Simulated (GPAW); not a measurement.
# Li2RhN2 in GPAW: convergence with bands over the usual count

Input of the first run (bands over the usual count 0.72); the others differ in this setting and in those tied to it:

Contents of run.py:

```python
from ase.dft.bandgap import bandgap
from ase.io import read, write
from ase.units import GPa
from gpaw import GPAW, PW

atoms = read('Li2RhN2.xyz')

calc = GPAW(mode=PW(800),
            xc='LDA',
            kpts={'size': (6, 6, 3), 'gamma': True},
            occupations={'name': 'fermi-dirac', 'width': 0.05},
            nbands=20,
            convergence={'density': 1e-05, 'energy': 1e-05},
            maxiter=100,
            txt='gpaw.txt')
atoms.calc = calc
energy = atoms.get_potential_energy()
forces = atoms.get_forces()
stress = atoms.get_stress()
calc.write('gs.gpw')
write('result.traj', atoms)
print(f'Energy: {energy:.6f} eV')
print('Forces (eV/A):')
print(forces.round(4))
print('Stress (GPa):', (stress / GPa).round(3))
print('Fermi level:', round(calc.get_fermi_level(), 4), 'eV')
print(f'Gap: {bandgap(calc)[0]:.4f} eV, direct: {bandgap(calc, direct=True)[0]:.4f} eV')
```

Li2RhN2.xyz

```xyz
5
Lattice="3.2214626416 0.0000000000 0.0000000000 -1.6107313208 2.7898684850 0.0000000000 0.0000000000 0.0000000000 5.0759660458" Properties=species:S:1:pos:R:3 pbc="T T T"
Rh     0.0000000000      0.0000000000      0.0000000000
N     -0.0000000002      1.8599123234      1.0624403011
N      1.6107313210      0.9299561616      4.0135257447
Li    -0.0000000002      1.8599123234      3.2765868422
Li     1.6107313210      0.9299561616      1.7993792036
```

Potentials or basis: the program's PAW data sets (release 1.2.1) made for this functional, pw.

Launch:

```bash
$ OMP_NUM_THREADS=1 python run.py
```

The cell comes from a database or a generator and needn't be the stable form of this composition.

Hardware: 1 thread of Arm Neoverse V1 (shared host).

| bands over the usual count | energy less the tightest run, at zero smearing (meV/atom) | SCF cycles | CPU time (s) | peak memory (GiB) |
| --- | --- | --- | --- | --- |
| 0.72 | 0.00 | 11 | 21 | 0.19 |
| 0.8 | 0.00 | 11 | 23 | 0.19 |
| 0.9 | 0.00 | 11 | 26 | 0.19 |
| 1 | 0.00 | 11 | 29 | 0.2 |
| 1.3 | 0.00 | 11 | 36 | 0.2 |
| 1.7 | 0.00 | 11 | 45 | 0.21 |
| 2.5 | 0.00 | 12 | 73 | 0.22 |

Against the tightest run, the energy stays within 1 meV/atom from 0.72 on. The tightest run that finished is the yardstick and may itself not be fully converged.

Caveat, for the tightest run too: the k mesh is coarse (spacing up to 0.41 Å⁻¹), so the values aren't converged.
